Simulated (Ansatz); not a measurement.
# H2O2Si: the cost of one run

Computed with Ansatz 0.2.0, Gaussian basis. Level: PBE0-D4/def2-TZVP structures, single points in def2-TZVPP, no counterpoise correction.

Levels: SPW92, PBE-D4, BLYP-D4, r2SCAN-D4, B97M-V, PBE0-D4, B3LYP-D4, r2SCAN0-D4, BHLYP-D4, CAM-B3LYP-D4, wB97X-V, wB97M-V, B2PLYP, PBE-QIDH, RPA on PBE, Hartree-Fock, MP2, CCSD, CCSD(T).

Correlated methods freeze the cores. B3LYP uses VWN-RPA correlation. B2PLYP carries no dispersion term here.

56 further runs of the same task are left out: 56 set aside as unsound or not needed.

**1. Starting geometry**

The complex: 10 atoms, charge 0, spin multiplicity 1.

Atoms are counted from 1 here; the program's logs count them from 0.

Bond lengths: Si1–O4 1.642 Å, Si1–O5 1.661 Å, Si2–H3 1.484 Å, Si2–H6 1.481 Å, Si2–H7 1.486 Å, Si2–H8 1.489 Å, O4–H9 0.964 Å, O5–H10 0.961 Å. Angles: O4–Si1–O5 99.6°, H3–Si2–H6 110.5°, H3–Si2–H7 109.6°, H3–Si2–H8 109.0°, H6–Si2–H7 110.1°, H6–Si2–H8 109.4°, H7–Si2–H8 108.3°, Si1–O4–H9 117.4°, Si1–O5–H10 115.3°.

Geometry (Å):

```xyz
10
charge 0, multiplicity 1
Si   -1.3719    0.1220    1.0517
Si    1.9804    0.6036   -0.7451
H     0.8837    1.3212   -1.4407
O    -2.9259    0.1899    1.5764
O    -1.4500   -1.2576    0.1308
H     2.2926    1.2606    0.5455
H     3.1879    0.5792   -1.6100
H     1.5561   -0.8015   -0.4935
H    -3.5244   -0.5064    1.2837
H    -0.6283   -1.5110   -0.2987
```

Its parts: SiH₂O₂ holds atoms 1, 4, 5, 9, 10; SiH₄ holds atoms 2, 3, 6, 7, 8. Each part counts its atoms afresh in its own runs.

**2. Relaxing SiH₂O₂ alone**

The input, relax-a/in.yaml:

```yaml
crystal:
  periodic: [false, false, false]
  atoms:
    - {symbol: Si, position_ang: [-1.371941, 0.121984, 1.051676]}
    - {symbol: O, position_ang: [-2.925909, 0.189853, 1.576407]}
    - {symbol: O, position_ang: [-1.449960, -1.257617, 0.130764]}
    - {symbol: H, position_ang: [-3.524415, -0.506425, 1.283733]}
    - {symbol: H, position_ang: [-0.628311, -1.510974, -0.298727]}
basis:
  gaussian: {orbitals: def2-TZVP}
hamiltonian: {xc: pbe0, dispersion: d4}
relax: {f_tol: 0.005, max_steps: 200}
```

Run with:

```bash
ansatz run in.yaml --threads 4 --pin off --events-out ev --progress --plain --max-ram 9574MiB
```

**Question.** How long does this run take on 4 threads of Arm Neoverse V1, shared host?

About 4.3 s.
